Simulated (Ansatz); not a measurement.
# Sn3C2: the cost of one run

Method: DFT PBE, scalar-relativistic, plane waves, PAW, in Ansatz 0.2.0.

## 1. Starting point

It takes space group P-4m2 (No. 115, tetragonal). Conventional cell: a = 3.935 Å, b = 3.935 Å, c = 8.582 Å, α = 90.00°, β = 90.00°, γ = 90.00°. Sn (site symmetry -4m2) has 4 Sn at 2.14 Å as nearest neighbours. Sn (site symmetry 2mm) has 2 Sn at 2.14 Å as nearest neighbours. C (site symmetry 2mm) has 7 Sn at 3.56 to 3.91 Å as nearest neighbours.

As a file:

```cif
data_structure
_symmetry_space_group_name_H-M 'P 1'
_symmetry_Int_Tables_number 1
_cell_length_a 3.9351
_cell_length_b 3.9351
_cell_length_c 8.5825
_cell_angle_alpha 90.000
_cell_angle_beta 90.000
_cell_angle_gamma 90.000
_cell_volume 132.90
loop_
_atom_site_label
_atom_site_type_symbol
_atom_site_fract_x
_atom_site_fract_y
_atom_site_fract_z
_atom_site_occupancy
Sn1 Sn 0.00000 0.00000 0.50000 1
Sn2 Sn 0.00000 0.50000 0.40138 1
Sn3 Sn 0.50000 0.00000 0.59862 1
C1 C 0.00000 0.50000 0.85741 1
C2 C 0.50000 0.00000 0.14259 1
```

Recipe of the guess: random cell by space group and Wyckoff sites (P-4m2, No. 115). Lengths come from tabulated atomic sizes and are only a guess.

## 2. The guess as it stands, on a coarse mesh

The input, input.yaml:

```yaml
crystal:
  lattice:
    - [3.93505585, 0.0, 0.0]
    - [0.0, 3.93505585, 0.0]
    - [0.0, 0.0, 8.58246055]
  atoms:
    - { symbol: Sn, position: [0.0, 0.0, 0.5] }
    - { symbol: Sn, position: [0.0, 0.5, 0.40137622] }
    - { symbol: Sn, position: [0.5, 0.0, 0.59862378] }
    - { symbol: C, position: [0.0, 0.5, 0.85741081] }
    - { symbol: C, position: [0.5, 0.0, 0.14258919] }
basis:
  ecutwfc: 420
kpoints:
  mp_grid: { grid: [4, 4, 2] }
hamiltonian:
  xc: pbe
scf:
  occupations: { method: gaussian, width: 0.1 }
  lower_state_search: "off"
output:
  forces: true
  stress: true
  eigenvalues: true
```

Launch:

```console
> ansatz run input.yaml --threads 1 --pin off --max-ram 2560MiB --backend cpu --events-out ev --progress --plain --runs-dir out
```

What time and memory should one allow on 1 thread of AMD EPYC (Zen 3), shared host?

About 11 s, with a peak of 0.36 GiB.
